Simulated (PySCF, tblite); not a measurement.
# C₅H₁₂OSSi: geometry, infrared bands and NMR shifts

What infrared bands and NMR shifts should C₅H₁₂OSSi (`C=C[Si@@H](S)OCCC`) show?

Programs: tblite 0.8.0 and PySCF 2.14.0, with density-fitted response routines of our own. Each step states its level of theory. These are calculated values for one molecule in the gas phase, unless marked as measured. Atoms are numbered from 0 throughout.

### 1 The starting structure

20 atoms, charge 0, multiplicity 1; geometry from: force field or distance geometry start.

Bonds of the start (Å): C0–C1 1.31, C1–Si2 1.88, Si2–S3 2.13, Si2–O4 1.71, O4–C5 1.40, C5–C6 1.52, C6–C7 1.52, C0–H8 1.10, C0–H9 1.10, C1–H10 1.08, Si2–H11 1.47, S3–H12 1.38, C5–H13 1.11, C5–H14 1.11, C6–H15 1.10, C6–H16 1.11, C7–H17 1.12, C7–H18 1.11, C7–H19 1.12.

### 2 Relaxing the molecule with GFN2-xTB

What the job is given:

```
{"job": {"kind": "relax", "xc": "GFN2-xTB", "basis": "xTB"}, "charge": 0, "multiplicity": 1}
C     -3.658400     0.487100    -0.579200
C     -2.346700     0.437400    -0.599000
Si    -1.364900    -0.510600     0.689600
S     -1.231300    -2.543600     0.072900
O      0.166200     0.228300     0.840600
C      0.911700     0.110000    -0.332600
C      2.274900     0.771800    -0.182900
C      3.086400     0.156900     0.940900
H     -4.178500     1.062500    -1.363800
H     -4.282600    -0.006500     0.176600
H     -1.790800     0.950300    -1.371700
H     -2.089200    -0.454800     1.969200
H     -1.856200    -2.817900    -1.130900
H      1.001100    -0.970100    -0.561100
H      0.336400     0.582500    -1.150500
H      2.866900     0.666300    -1.103500
H      2.183100     1.864600     0.018000
H      4.176300     0.229600     0.696300
H      2.834200    -0.921500     1.046700
H      2.956100     0.688100     1.921400
```

Launch:

```
> OMP_NUM_THREADS=1 python probes_run.py task.json out
```

This one command runs all jobs of the session in turn.

**Question.** This job is followed by: GFN2-xTB harmonic vibrations, gas phase; GIAO PBE0/pcSseg-1 NMR shielding, non-relativistic, gas phase. What will the session give for the following? strongest single infrared mode (GFN2-xTB); zero-point energy (GFN2-xTB); ¹³C shifts against TMS (PBE0/pcSseg-1); ¹H shifts against TMS (PBE0/pcSseg-1, means over atoms taken as alike); ²⁹Si shifts against TMS (PBE0/pcSseg-1); ³³S shifts against CS2 (PBE0/pcSseg-1); ¹⁷O shifts against H2O (PBE0/pcSseg-1).

As calculated:

| quantity | value |
| --- | --- |
| strongest single infrared mode (GFN2-xTB) | 2249 cm⁻¹, 238 km/mol |
| zero-point energy (GFN2-xTB) | 98.5 kcal/mol |
| ¹³C shifts against TMS (PBE0/pcSseg-1) | 149.2, 140.7, 70.7, 31.0, 16.2 ppm |
| ¹H shifts against TMS (PBE0/pcSseg-1, means over atoms taken as alike) | 6.56, 6.33, 6.01, 5.91, 4.38, 3.72, 1.77, 1.46, 1.25, -0.17 ppm |
| ²⁹Si shifts against TMS (PBE0/pcSseg-1) | -9.6 ppm |
| ³³S shifts against CS2 (PBE0/pcSseg-1) | -208 ppm |
| ¹⁷O shifts against H2O (PBE0/pcSseg-1) | 41.6 ppm |

Over 192 steps the energy fell by 0.851 eV; of the close pairs, Si2–O4 changed most, 1.707 to 1.609 Å. No mode is imaginary among the 54: a minimum at this level. The strongest single mode, at 2249 cm⁻¹, moves mainly H11. GFN2-xTB is a fitted tight-binding method: band positions and strengths are rough. Its intensities can rank the bands wrongly. The most deshielded carbon is C1 (alkene CH), at 149.2 ppm: as expected for a trigonal carbon in a double bond. H10 (hydrogen on an alkene CH) lies farthest downfield among hydrogen, at 6.56 ppm; a vinylic proton, deshielded by the sp2 carbon and the C=C anisotropy.
